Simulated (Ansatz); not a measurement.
# C₅H₅Cu: how energies converge with the basis set

An exercise on one series of results from a longer session: the logs are not shown, and one member is left open.

Computed with Ansatz 0.2.0, Gaussian basis. Level: one geometry, several basis sets.

Levels to be run: PBE0-D4/def2-SVP; ωB97M-V/def2-SVP; PBE0-D4/def2-QZVPP; ωB97M-V/def2-QZVPP; the functionals' def2-TZVPP values are taken from earlier runs.

## The geometry

The geometry comes from an earlier relaxation with PBE0-D4 in a triple-zeta def2 set; it is a stationary point, not always the lowest conformer.

SMILES `[C@H]12[C@@H]3[C@@H]4[C@@H]5[C@H]1[Cu]2345`, 11 atoms, charge 0, spin multiplicity 1.

Atoms are counted from 1 here; the program's logs count them from 0.

Bond lengths: C1–C2 1.423 Å, C1–C5 1.423 Å, C1–Cu6 2.186 Å, C1–H7 1.080 Å, C2–C3 1.423 Å, C2–Cu6 2.186 Å, C2–H8 1.080 Å, C3–C4 1.423 Å, C3–Cu6 2.186 Å, C3–H9 1.080 Å, C4–C5 1.423 Å, C4–Cu6 2.186 Å, C4–H10 1.080 Å, C5–Cu6 2.186 Å, C5–H11 1.080 Å. Angles: C2–C1–C5 108.0°, C2–C1–Cu6 71.0°, C2–C1–H7 126.0°, C5–C1–Cu6 71.0°, C5–C1–H7 126.0°, Cu6–C1–H7 125.8°, C1–C2–C3 108.0°, C1–C2–Cu6 71.0°, C1–C2–H8 126.0°, C3–C2–Cu6 71.0°, C3–C2–H8 126.0°, Cu6–C2–H8 125.8°, C2–C3–C4 108.0°, C2–C3–Cu6 71.0°, C2–C3–H9 126.0°, C4–C3–Cu6 71.0°, C4–C3–H9 126.0°, Cu6–C3–H9 125.8° and more.

The first run:

Input file in.yaml:

```yaml
crystal:
  periodic: [false, false, false]
  atoms:
    - {symbol: C, position_ang: [-0.729981, -0.873929, -0.435421]}
    - {symbol: C, position_ang: [-0.359377, -0.704634, 0.927679]}
    - {symbol: C, position_ang: [0.332159, 0.533156, 1.044814]}
    - {symbol: C, position_ang: [0.388937, 1.128894, -0.245912]}
    - {symbol: C, position_ang: [-0.267663, 0.259341, -1.160719]}
    - {symbol: Cu, position_ang: [1.450029, -0.781777, -0.297401]}
    - {symbol: H, position_ang: [-1.303183, -1.695181, -0.839670]}
    - {symbol: H, position_ang: [-0.602058, -1.374933, 1.738990]}
    - {symbol: H, position_ang: [0.706174, 0.966674, 1.960567]}
    - {symbol: H, position_ang: [0.813485, 2.093695, -0.481165]}
    - {symbol: H, position_ang: [-0.428522, 0.448693, -2.211762]}
basis:
  gaussian: {orbitals: def2-SVP}
hamiltonian: {xc: pbe0, dispersion: d4}
output: {orbitals: {seedname: orbitals}}
```

On the command line:

```console
ansatz run in.yaml --threads 4 --pin off --events-out ev --progress --plain --max-ram 10444MiB
```

Among the steps run: PBE0-D4 in def2-SVP; ωB97M-V in def2-SVP; PBE0-D4 in def2-QZVPP; ωB97M-V in def2-QZVPP.

One of the session's tables, all rows but one given; the rest of the session is left out.

It belongs to the step «Functionals by basis». 

| functional | basis | HOMO (eV) | LUMO (eV) |
| --- | --- | --- | --- |
| PBE0-D4 | def2-SVP | -5.31 | -1.78 |
| PBE0-D4 | def2-TZVPP | -5.67 | -2.10 |
| PBE0-D4 | def2-QZVPP | ? | ? |
| ωB97M-V | def2-SVP | -7.51 | -0.39 |
| ωB97M-V | def2-TZVPP | -7.85 | -0.52 |
| ωB97M-V | def2-QZVPP | -7.87 | -0.60 |

**Question.** Estimate the row for PBE0-D4, def2-QZVPP.

The run gave: HOMO (eV): -5.69; LUMO (eV): -2.12. In the column «HOMO (eV)» it lies between ωB97M-V, def2-SVP (-7.51) and PBE0-D4, def2-TZVPP (-5.67).
